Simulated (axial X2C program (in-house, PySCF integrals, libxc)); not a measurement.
# Linear InNC at several levels

How do method and spin–orbit coupling move the bonds and stretches of InNC, held linear?

Program: an in-house X2C program for linear molecules on PySCF integrals. Level of theory: all-electron X2C, two-component (2c) or spin-free, In dyall-v3z, N dyall-av3z, C dyall-v3z. These are calculated values, not measurements.

All values are calculated.

1 further run of the same task is left out (set aside as unsound or not needed).

## Step 1: Input

Input file task.json:

```json
{"zs": [49, 7, 6], "q": 0, "bas": ["dyall-v3z", "dyall-av3z", "dyall-v3z"], "r0": [2.08, 1.17], "symm": 0, "scan": ["PBE0", "HF", "PBE"], "levels": ["PBE0", "HF", "PBE"], "nst": 2}
```

Keys: zs atomic numbers; q charge; bas basis sets; r0 starting distance in Å; symm equal bonds; scan levels of the two-bond scan (MP2 follows by itself at each HF point); levels methods; nst determinants followed.

The run is started by

```console
$ python solin.py task.json out
```

Masses In 114.904, N 14.003, C 12.000 u.

## Step 2: Scan at PBE0, 2c

State: Ω = 0 (all partner blocks equally filled). Energies above the lowest point, from the job's result record:

| r(In–N) (Å) | r(N–C) (Å) | E (meV) |
| --- | --- | --- |
| 2.1109 | 1.1456 | 59.98 |
| 2.1109 | 1.1750 | 14.02 |
| 2.1109 | 1.2044 | 59.85 |
| 2.1650 | 1.1456 | 45.11 |
| 2.1650 | 1.1750 | 0.00 |
| 2.1650 | 1.2044 | 46.67 |
| 2.1650 | 1.2338 | 168.99 |
| 2.2191 | 1.1456 | 59.50 |
| 2.2191 | 1.1750 | 15.17 |
| 2.2191 | 1.2044 | 62.61 |
| 2.2732 | 1.1750 | 53.15 |
| 2.2732 | 1.2338 | 225.07 |

A quadratic surface with cubic terms in each bond gives the minimum at 2.162 and 1.174 Å, force constants 1.62, 17.1 and coupling 0.08 mdyn/Å.

## Step 3: Scan at HF, 2c

State: Ω = 0 (all partner blocks equally filled). Energies above the lowest point, from the job's result record:

| r(In–N) (Å) | r(N–C) (Å) | E (meV) |
| --- | --- | --- |
| 2.1109 | 1.1456 | 12.03 |
| 2.1109 | 1.1750 | 27.74 |
| 2.1109 | 1.2044 | 138.20 |
| 2.1650 | 1.1456 | 0.00 |
| 2.1650 | 1.1750 | 16.92 |
| 2.1650 | 1.2044 | 128.59 |
| 2.1650 | 1.2338 | 318.63 |
| 2.2191 | 1.1456 | 18.04 |
| 2.2191 | 1.1750 | 36.07 |
| 2.2191 | 1.2044 | 148.84 |
| 2.2732 | 1.1750 | 78.38 |
| 2.2732 | 1.2338 | 384.33 |

A quadratic surface with cubic terms in each bond gives the minimum at 2.157 and 1.155 Å, force constants 1.69, 19.6 and coupling 0.11 mdyn/Å.

## Step 4: Scan at PBE, 2c

State: Ω = 0 (all partner blocks equally filled). Energies above the lowest point, from the job's result record:

| r(In–N) (Å) | r(N–C) (Å) | E (meV) |
| --- | --- | --- |
| 2.1109 | 1.1456 | 111.09 |
| 2.1109 | 1.1750 | 28.64 |
| 2.1109 | 1.2044 | 36.90 |
| 2.1650 | 1.1456 | 81.75 |
| 2.1650 | 1.1750 | 0.00 |
| 2.1650 | 1.2044 | 8.97 |
| 2.1650 | 1.2338 | 92.59 |
| 2.2191 | 1.1456 | 82.26 |
| 2.2191 | 1.1750 | 1.14 |
| 2.2191 | 1.2044 | 10.74 |
| 2.2732 | 1.1750 | 25.73 |
| 2.2732 | 1.2338 | 120.73 |

A quadratic surface with cubic terms in each bond gives the minimum at 2.189 and 1.186 Å, force constants 1.48, 15.7 and coupling 0.06 mdyn/Å.

## Step 5: Comparison

| level | r(In–N) (Å) | r(N–C) (Å) | lower stretch (cm⁻¹) | upper stretch (cm⁻¹) |
| --- | --- | --- | --- | --- |
| PBE0, 2c | 2.162 | 1.174 | 356.7 | 2137.6 |
| HF, 2c | 2.157 | 1.155 | 365.8 | 2282.7 |
| PBE, 2c | 2.189 | 1.186 | 340.9 | 2046.1 |
| MP2, 2c | 2.155 | 1.189 | 358.5 | 2030.2 |
| PBE0, spin-free | 2.162 | 1.174 | 356.6 | 2137.5 |
| HF, spin-free | 2.157 | 1.155 | 365.7 | 2282.5 |
| PBE, spin-free | 2.189 | 1.186 | 341.0 | 2046.0 |
| MP2, spin-free | 2.155 | 1.189 | 358.3 | 2030.1 |

Scans not shown above were run alike.

What this shows: Over the levels the In–N bond spans 2.155 to 2.189 Å and the N–C bond 1.155 to 1.189 Å. At PBE0 spin–orbit coupling leaves both bonds unchanged to 0.001 Å. Each state is one determinant, the lowest of a limited PBE0 search; the stretches come from a fit to few points and are good to some per cent at best. MP2 freezes inner shells (threshold -2 hartree). The molecule was held linear; bending was not examined, so a bent shape may lie lower.
